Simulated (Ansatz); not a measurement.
Task: harmonic frequencies at the relaxed geometry of H3O2Sn, SMILES [OH][SnH][OH], with Ansatz 0.2.0, Python API. Give the script and its output. Level of theory (for the species named): r2SCAN, def2-SVP basis, multiplicity 2.

Input file `h3o2sn.xyz`:
```text
6

O    -1.34620   -0.76830   -0.23770
Sn    0.32950    0.22000   -0.45870
O     1.36380    0.02860    1.18830
H    -1.81010   -0.52210   -1.09260
H     0.03650    1.91350   -0.78020
H     1.46850   -0.93560    1.33480
```

`freq.py`:
```python
'''Vibrations of H3O2Sn.'''

import ansatz as az
import numpy as np

molecule = az.Crystal.molecule_from_extxyz('h3o2sn.xyz')

calculation = (
    molecule.calculation()
    .basis(gaussian='def2-SVP')
    .functional('r2scan')
    .spin('collinear', total=1)
)
symbols = [site.symbol for site in molecule.cartesian_sites]
start = np.array([site.position_ang for site in molecule.cartesian_sites], dtype=float)
summary = calculation.relax(force_tolerance=0.003, max_steps=100).run().report
end = np.array(summary['positions_ang'])

print('final positions (A) and the move of each atom')
for symbol, xyz, old in zip(symbols, end, start):
    print(f'{symbol:2s} {xyz[0]:10.5f} {xyz[1]:10.5f} {xyz[2]:10.5f}   {np.linalg.norm(xyz - old):7.4f}')

# same settings at the minimum
minimum = az.Crystal.molecule()
for symbol, xyz in zip(symbols, end):
    minimum = minimum.atom(symbol, xyz.tolist())
vibrating = (
    minimum.calculation()
    .basis(gaussian='def2-SVP')
    .functional('r2scan')
    .spin('collinear', total=1)
    .phonons(temperatures=(298.15, 498.15, 100))
)
vib = vibrating.run().report['vibrations']
sums = vib['harmonic_sums']
modes = [m['omega_inv_cm'] for m in sums['modes_at_gamma'] if m['rigid_motion'] == 'no']
for number, w in enumerate(modes, start=1):
    print(f'mode {number:2d} {w:9.1f} 1/cm {w / 8065.544 * 1000:8.2f} meV')
print('imaginary modes:', sum(w < 0 for w in modes), ' zero-point energy:', round(sums['zero_point_energy_ev'], 4), 'eV')
print('T (K)   F_vib (eV)   S_vib (meV/K)   C_vib (meV/K)')
for row in zip(sums['temperatures_k'], sums['vibrational_free_energy_ev'], vib['entropy_ev_per_k'], vib['heat_capacity_ev_per_k']):
    print(f'{row[0]:6.1f} {row[1]:11.4f} {1000 * row[2]:13.4f} {1000 * row[3]:15.4f}')

# all hydrogen replaced by deuterium
heavier = vibrating.phonons(masses={'H': 2.014102}).run().report['vibrations']['harmonic_sums']
print('deuterated (1/cm):', ' '.join(f'{m["omega_inv_cm"]:.0f}' for m in heavier['modes_at_gamma'] if m['rigid_motion'] == 'no'))
print('zero-point energy falls by', round(sums['zero_point_energy_ev'] - heavier['zero_point_energy_ev'], 4), 'eV')
```

Running `python freq.py` prints:
```text
final positions (A) and the move of each atom
O    -1.28460   -0.68912   -0.22593    0.1010
Sn    0.41701    0.29236   -0.65711    0.2286
O     1.40780   -0.01367    1.04797    0.1530
H    -1.86633   -0.79171   -0.99262    0.2930
H     0.14868    2.03430   -0.61996    0.2299
H     1.21943   -0.89606    1.40154    0.2609
mode  1     133.7 1/cm    16.58 meV
mode  2     177.4 1/cm    22.00 meV
mode  3     268.0 1/cm    33.23 meV
mode  4     474.7 1/cm    58.85 meV
mode  5     501.0 1/cm    62.11 meV
mode  6     580.3 1/cm    71.94 meV
mode  7     604.2 1/cm    74.91 meV
mode  8     765.4 1/cm    94.90 meV
mode  9     819.6 1/cm   101.62 meV
mode 10    1664.2 1/cm   206.33 meV
mode 11    3818.8 1/cm   473.47 meV
mode 12    3832.0 1/cm   475.10 meV
imaginary modes: 0  zero-point energy: 0.8455 eV
T (K)   F_vib (eV)   S_vib (meV/K)   C_vib (meV/K)
 298.1      0.7946        0.4162          0.5005
 398.1      0.7449        0.5756          0.5991
 498.1      0.6801        0.7173          0.6639
deuterated (1/cm): 115 130 220 345 363 551 578 594 616 1182 2780 2790
zero-point energy falls by 0.2092 eV
```

Notes:
- The frequencies are harmonic and unscaled, in a modest basis. The result belongs to the one conformer reached from this start, and soft torsions count as harmonic oscillators.
- def2 sets replace the cores of elements past krypton by effective core potentials.
- The species is open-shell (spin multiplicity 2).
- The whole script took 4.5 min on 1 thread of Arm Neoverse V2 (shared host), peak memory 0.24 GiB.

(A comment or docstring line of the script was reworded after the run, the code is as it ran; lines on the test bed's own set-up are left out of the output.)
